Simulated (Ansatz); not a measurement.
# CH8BNSi: the cost of one run

Program: Ansatz 0.2.0. Level of theory: UKS BHLYP/STO-3G. These are calculated values, not measurements.

## (1) The system as given

Bond lengths: B1–Si2 2.269 Å, B1–N3 1.373 Å, B1–C5 1.577 Å, Si2–H6 1.483 Å, Si2–H7 1.480 Å, Si2–H8 1.472 Å, N3–H9 1.006 Å, C5–H10 1.090 Å, C5–H11 1.088 Å, C5–H12 1.090 Å. Angles (14 of 16 angles, heavy atoms first): Si2–B1–N3 89.1°, Si2–B1–C5 144.1°, N3–B1–C5 126.8°, B1–Si2–H6 106.2°, B1–Si2–H7 105.7°, B1–Si2–H8 127.4°, B1–N3–H9 139.2°, B1–C5–H10 110.1°, B1–C5–H11 112.7°, B1–C5–H12 112.3°, H6–Si2–H7 108.1°, H6–Si2–H8 104.0°, H7–Si2–H8 104.5°, H10–C5–H11 106.6°.

As a file:

```xyz
12

B    -0.3012   -0.2351   -0.2591
Si    0.8977    0.7963    1.3683
N     0.7585   -0.0658   -1.1157
H     1.6409    0.5565   -0.3473
C    -1.6953   -0.8894   -0.5996
H     2.1861    0.0672    1.4577
H     1.1751    2.1577    0.8596
H     0.5068    1.0012    2.7728
H     1.0041   -0.2608   -2.0714
H    -2.4361   -0.1137   -0.7933
H    -2.0851   -1.4948    0.2162
H    -1.6515   -1.5191   -1.4880
```

## (2) Run 1

150 steps of 0.5 fs at constant energy, with velocities drawn for 300 K.

The input, input.yaml:

```yaml
crystal:
  periodic: [false, false, false]
  atoms:
    - { symbol: B, position_ang: [-0.3012, -0.2351, -0.2591] }
    - { symbol: Si, position_ang: [0.8977, 0.7963, 1.3683] }
    - { symbol: "N", position_ang: [0.7585, -0.0658, -1.1157] }
    - { symbol: H, position_ang: [1.6409, 0.5565, -0.3473] }
    - { symbol: C, position_ang: [-1.6953, -0.8894, -0.5996] }
    - { symbol: H, position_ang: [2.1861, 0.0672, 1.4577] }
    - { symbol: H, position_ang: [1.1751, 2.1577, 0.8596] }
    - { symbol: H, position_ang: [0.5068, 1.0012, 2.7728] }
    - { symbol: H, position_ang: [1.0041, -0.2608, -2.0714] }
    - { symbol: H, position_ang: [-2.4361, -0.1137, -0.7933] }
    - { symbol: H, position_ang: [-2.0851, -1.4948, 0.2162] }
    - { symbol: H, position_ang: [-1.6515, -1.5191, -1.488] }
magnetization:
  spin_polarized: true
basis:
  gaussian: { orbitals: STO-3G }
hamiltonian:
  xc: { name: BHLYP }
md:
  timestep: 0.5
  n_steps: 150
  ensemble: nve
  temperature: 300.0
  initial_velocities: maxwell_boltzmann
  seed: 911010
```

Started as:

```bash
> ansatz run input.yaml --threads 1 --pin off --max-ram 2048MiB --backend cpu --events-out ev --progress --plain --runs-dir out
```

What time and memory should one allow on 1 thread of Intel Xeon 6975P-C (Granite Rapids), shared host?

About 3.7 min, with a peak of 0.14 GiB.
